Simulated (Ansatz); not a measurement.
A first try at a convergence test of the k-point mesh of InRh, space group Pm-3m, using the Ansatz DFT code, driven from Python.

`kconv_inrh.py`:
```python
"""k-point test for InRh."""

import ansatz
import pandas as pd
from pymatgen.core import Lattice, Structure
from pymatgen.io.ase import AseAtomsAdaptor

pmg_structure = Structure(
    Lattice([(1.691323, 0.0, 0.0), (0.0, 1.691323, 0.0), (0.0, 0.0, 1.691323)]),
    ["In", "Rh"],
    [
        (0.5, 0.5, 0.5),
        (0.0, 0.0, 0.0),
    ],
)
cell = ansatz.Crystal.from_ase(AseAtomsAdaptor.get_atoms(pmg_structure))

model = (
    cell.calculation()
    .functional(ansatz.Functional.LDA)
    .basis(510)
    .occupations("Fermi-Dirac", width=0.15)
    .scf(max_iterations=95)
)

rows = []
for value in [(4, 4, 4), (6, 6, 6), (8, 8, 8), (10, 10, 10), (13, 13, 13), (16, 16, 16)]:
    rep = model.kpoints(*value).run(threads=1).report
    rows.append((value, rep["free_energy_ev"] / len(rep["lattice"]["sites"]), rep["n_iterations"], rep["n_kpoints"]))

table = pd.DataFrame(rows, columns=["mesh", "F/atom (eV)", "iterations", "k-points"])
print(table.round(5).to_string(index=False))

# differences from the last row
for row in rows[:-1]:
    shift = 1000 * (row[1] - rows[-1][1])
    print(f"{row[0]}: {shift:+.2f} meV/atom" + ("  (within 5 meV)" if abs(shift) < 5 else ""))
```

```console
$ python kconv_inrh.py
        mesh  F/atom (eV)  iterations  k-points
   (4, 4, 4)  -5682.78951           8        10
   (6, 6, 6)  -5683.53818           8        20
   (8, 8, 8)  -5683.60009           8        35
(10, 10, 10)  -5683.72273           8        56
(13, 13, 13)  -5683.70264           8        84
(16, 16, 16)  -5683.68976           8       165
(4, 4, 4): +900.25 meV/atom
(6, 6, 6): +151.57 meV/atom
(8, 8, 8): +89.67 meV/atom
(10, 10, 10): -32.98 meV/atom
(13, 13, 13): -12.89 meV/atom
```

No error stopped it. What is wrong with the input all the same?

The fault: the cell is far too small. The change:

```diff
--- before
+++ after
@@ -8,3 +8,3 @@
 pmg_structure = Structure(
-    Lattice([(1.691323, 0.0, 0.0), (0.0, 1.691323, 0.0), (0.0, 0.0, 1.691323)]),
+    Lattice([(3.196, 0.0, 0.0), (0.0, 3.196, 0.0), (0.0, 0.0, 3.196)]),
     ["In", "Rh"],
@@ -26,3 +26,3 @@
 rows = []
-for value in [(4, 4, 4), (6, 6, 6), (8, 8, 8), (10, 10, 10), (13, 13, 13), (16, 16, 16)]:
+for value in [(2, 2, 2), (3, 3, 3), (4, 4, 4), (6, 6, 6), (7, 7, 7), (9, 9, 9)]:
     rep = model.kpoints(*value).run(threads=1).report
```

The mended script runs so:

```console
$ python kconv_inrh.py
     mesh  F/atom (eV)  iterations  k-points
(2, 2, 2)  -5868.08495           7         4
(3, 3, 3)  -5868.37820           6         4
(4, 4, 4)  -5868.34090           6        10
(6, 6, 6)  -5868.35719           6        20
(7, 7, 7)  -5868.36043           6        20
(9, 9, 9)  -5868.35926           6        35
(2, 2, 2): +274.31 meV/atom
(3, 3, 3): -18.94 meV/atom
(4, 4, 4): +18.36 meV/atom
(6, 6, 6): +2.07 meV/atom  (within 5 meV)
(7, 7, 7): -1.16 meV/atom  (within 5 meV)
```

The smearing is wide enough that free energy and stress hold a thermal part of the electrons. The structure is a deposited one; some such entries were measured under pressure or heat, so a shift against it needn't be the functional's error alone. Shifts are counted from the finest mesh, which is itself no proven limit. Timing: 4.4 s on 1 thread of Intel(R) Xeon(R) 6975P-C (Granite Rapids) (shared host), peak memory 0.49 GiB.

(Lines on the test bed's own set-up are left out of the output.)
